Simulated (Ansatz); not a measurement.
Run this with Ansatz 0.2.0 through its Python package and show what comes out.

`br2sn_disp.py`
```python
import logging
import sys

import ansatz as az
from ase import Atoms

logging.basicConfig(stream=sys.stdout, format="%(name)s: %(message)s")
logger = logging.getLogger("run")
logger.setLevel(logging.INFO)


def main() -> None:
    atoms = Atoms(["Br", "Sn", "Br"], positions=[
        (-1.7876, 0.4192, -0.9412),
        (0.3244, 0.8572, 0.2734),
        (1.4524, -1.3412, 0.6545),
    ])
    geometry = az.Crystal.molecule_from_ase(atoms)

    calculation = geometry.calculation().basis(gaussian="def2-SVP")
    for name in ["r2scan", "b3lyp"]:
        for correction in ("d3bj", "d4"):
            report = calculation.functional(name, dispersion=correction).run().report
            logger.info(f"{name:8s} {correction:5s} total {report['free_energy_ev']:.5f} eV, of which dispersion {1000 * report['dispersion']['energy']['ev']:.2f} meV")


if __name__ == "__main__":
    main()
```

`python br2sn_disp.py` gives:
```text
DeckWarning: the engine holds no damping parameters fitted to this dispersion correction and functional, so the run takes those fitted to r2scan beside the three-body term, which d3bj leaves out (hamiltonian.dispersion, under Limitations)
run: r2scan   d3bj  total -145911.98830 eV, of which dispersion -27.27 meV
run: r2scan   d4    total -145911.98330 eV, of which dispersion -22.27 meV
run: b3lyp    d3bj  total -145913.84843 eV, of which dispersion -223.73 meV
run: b3lyp    d4    total -145913.82047 eV, of which dispersion -195.76 meV
```
(Warnings from the package without file and line.)

What to keep in mind:
- The settings weren't tested for convergence.
- The geometry is a force-field or estimated start, not a minimum of this method, and the basis set is short of its limit. D4 holds the three-body term, and d3bj doesn't.
- def2 sets replace the cores of elements past krypton by effective core potentials.
- b3lyp holds the VWN-RPA fit, as in Gaussian; the form of ORCA and Turbomole is b3lyp5.
- A dispersion term here runs with damping parameters fitted for another variant or functional.
- It ran for 14 s on 1 thread of Arm Neoverse V2 (shared host), peak memory 0.28 GiB.
